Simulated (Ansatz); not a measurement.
# C2H6BFS: one species, many methods

One table from this session's results is given with a row withheld; the runs are named, their logs left out.

Method: functionals in def2-TZVPP, the program's frozen cores in correlated methods; program: Ansatz 0.2.0, Gaussian basis.

Levels to be run: LDA (SPW92), PBE-D4, revPBE-D4, BLYP-D4, r2SCAN-D4, B97M-V, PBE0-D4, B3LYP-D4, r2SCANh-D4, r2SCAN0-D4, HSE06-D4, BHLYP-D4, CAM-B3LYP-D4, LC-ωPBE, ωB97X-V, ωB97M-V, B2PLYP, PBE-QIDH; CCSD(T)/def2-SVP; CCSD(T)/def2-TZVPP; MP2/def2-QZVPP; extrapolation to the limit; RPA on PBE.

### The relaxed structure

The geometry comes from an earlier relaxation with PBE0-D4 in a triple-zeta def2 set; it is a stationary point, not always the lowest conformer.

11 atoms, charge 0, spin multiplicity 1.

Atoms are counted from 1 here; the program's logs count them from 0.

Bond lengths: C1–C2 1.529 Å, C1–H6 1.092 Å, C1–H7 1.092 Å, C1–H8 1.093 Å, C2–B3 1.563 Å, C2–H9 1.100 Å, C2–H10 1.094 Å, B3–F4 1.333 Å, B3–S5 1.805 Å, S5–H11 1.344 Å. Angles: C2–C1–H6 111.3°, C2–C1–H7 111.2°, C2–C1–H8 111.3°, H6–C1–H7 107.9°, H6–C1–H8 107.5°, H7–C1–H8 107.5°, C1–C2–B3 113.7°, C1–C2–H9 109.2°, C1–C2–H10 110.8°, B3–C2–H9 106.2°, B3–C2–H10 110.9°, H9–C2–H10 105.5°, C2–B3–F4 119.9°, C2–B3–S5 121.4°, F4–B3–S5 118.8°, B3–S5–H11 96.6°.

The first run:

Input file in.yaml:

```yaml
crystal:
  periodic: [false, false, false]
  atoms:
    - {symbol: C, position_ang: [-0.797135, 0.462949, 1.245033]}
    - {symbol: C, position_ang: [0.396768, 0.519865, 0.291507]}
    - {symbol: B, position_ang: [0.394271, -0.612714, -0.785440]}
    - {symbol: F, position_ang: [0.106774, -1.864744, -0.430729]}
    - {symbol: S, position_ang: [0.793364, -0.269074, -2.512022]}
    - {symbol: H, position_ang: [-0.716991, 1.221599, 2.026259]}
    - {symbol: H, position_ang: [-0.868473, -0.511966, 1.731191]}
    - {symbol: H, position_ang: [-1.736720, 0.634716, 0.714209]}
    - {symbol: H, position_ang: [1.325895, 0.393972, 0.866207]}
    - {symbol: H, position_ang: [0.473491, 1.504850, -0.177462]}
    - {symbol: H, position_ang: [0.694158, -1.536550, -2.948154]}
basis:
  gaussian: {orbitals: def2-TZVPP}
hamiltonian: {xc: lda}
output: {orbitals: {seedname: orbitals}}
```

Command:

```console
$ ansatz run in.yaml --threads 4 --pin off --events-out ev --progress --plain --max-ram 10444MiB
```

Among the steps run: LDA; PBE-D4 (GGA); revPBE-D4 (GGA); BLYP-D4 (GGA); r2SCAN-D4 (meta-GGA); B97M-V (meta-GGA); PBE0-D4 (hybrid); B3LYP-D4 (hybrid); r2SCANh-D4 (hybrid); r2SCAN0-D4 (hybrid); HSE06-D4 (hybrid); BHLYP-D4 (hybrid); CAM-B3LYP-D4 (range-separated); LC-ωPBE (range-separated); ωB97X-V (range-separated); ωB97M-V (range-separated); B2PLYP (double hybrid); PBE-QIDH (double hybrid).

One table of the session follows, with a row left open; its other results are not shown here.

It belongs to the step «Orbital energies across the functionals». 

| functional | HOMO (eV) | gap (eV) |
| --- | --- | --- |
| LDA (SPW92) | -6.94 | 5.49 |
| PBE-D4 | -6.80 | 5.62 |
| revPBE-D4 | -6.75 | 5.67 |
| BLYP-D4 | -6.64 | 5.60 |
| r2SCAN-D4 | -7.09 | 6.26 |
| B97M-V | ? | ? |
| PBE0-D4 | -8.03 | 7.82 |
| B3LYP-D4 | -7.78 | 7.34 |
| r2SCANh-D4 | -7.54 | 7.05 |
| r2SCAN0-D4 | -8.22 | 8.22 |
| HSE06-D4 | -7.63 | 7.03 |
| BHLYP-D4 | -9.10 | 9.93 |
| CAM-B3LYP-D4 | -9.35 | 10.25 |
| LC-ωPBE | -10.77 | 12.86 |
| ωB97X-V | -10.39 | 12.39 |
| ωB97M-V | -10.22 | 11.99 |

**Question.** Estimate the row for B97M-V.

As computed: HOMO (eV): -7.15; gap (eV): 6.37. In the column «HOMO (eV)» it lies between r2SCANh-D4 (-7.54) and r2SCAN-D4 (-7.09).
